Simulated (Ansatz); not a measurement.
# H4N2Si2: the cost of one run

Program: Ansatz 0.2.0. Level of theory: MP2 on Hartree-Fock, Gaussian basis cc-pV(T+d)Z. These are calculated values, not measurements.

### 1 Starting point

Bond lengths: Si1–N3 1.765 Å, Si2–N3 1.771 Å, Si1–N4 1.773 Å, Si2–N4 1.770 Å, Si1–H5 1.452 Å, Si1–H6 1.458 Å, Si2–H7 1.452 Å, Si2–H8 1.438 Å. Angles: N3–Si2–N4 82.6°, N3–Si2–H7 125.6°, N3–Si2–H8 105.7°, N4–Si2–H7 125.9°, N4–Si2–H8 104.6°, H7–Si2–H8 108.6°, N3–Si1–N4 82.7°, N3–Si1–H5 125.4°, N3–Si1–H6 103.8°, N4–Si1–H5 126.6°, N4–Si1–H6 103.8°, H5–Si1–H6 109.9°, Si1–N3–Si2 88.5°, Si1–N4–Si2 88.2°.

Structure file:

```xyz
8

Si    1.2362   -0.0061    0.2447
Si   -1.2307    0.0087    0.2270
N     0.0174    1.1724   -0.2468
N    -0.0025   -1.1654   -0.2706
H     1.9468   -0.0038    1.5113
H     2.1890   -0.0017   -0.8588
H    -1.9496    0.0058    1.4890
H    -2.1886    0.0090   -0.8450
```

### 2 Relaxing the atoms: H4N2Si2

input.yaml

```yaml
relax:
  f_tol: 0.001
  max_steps: 200
crystal:
  periodic: [false, false, false]
  atoms:
    - { symbol: Si, position_ang: [1.236243, -0.006118, 0.244718] }
    - { symbol: Si, position_ang: [-1.23073, 0.008654, 0.226985] }
    - { symbol: "N", position_ang: [0.017448, 1.172388, -0.24681] }
    - { symbol: "N", position_ang: [-0.002494, -1.165379, -0.270601] }
    - { symbol: H, position_ang: [1.946776, -0.003841, 1.511338] }
    - { symbol: H, position_ang: [2.189001, -0.001724, -0.858779] }
    - { symbol: H, position_ang: [-1.949578, 0.005828, 1.488994] }
    - { symbol: H, position_ang: [-2.188553, 0.009016, -0.844975] }
basis:
  gaussian: { orbitals: "cc-pV(T+d)Z.json" }
hamiltonian:
  xc: hf
correlation:
  method: mp2
```

Launch:

```bash
$ ansatz run input.yaml --threads 4 --pin off --max-ram 8192MiB --backend cpu --events-out ev --progress --plain --runs-dir out
```

Q: Estimate wall time and peak memory on 4 threads of Intel Xeon at 2.70GHz, shared host.

About 85 s, with a peak of 0.61 GiB.
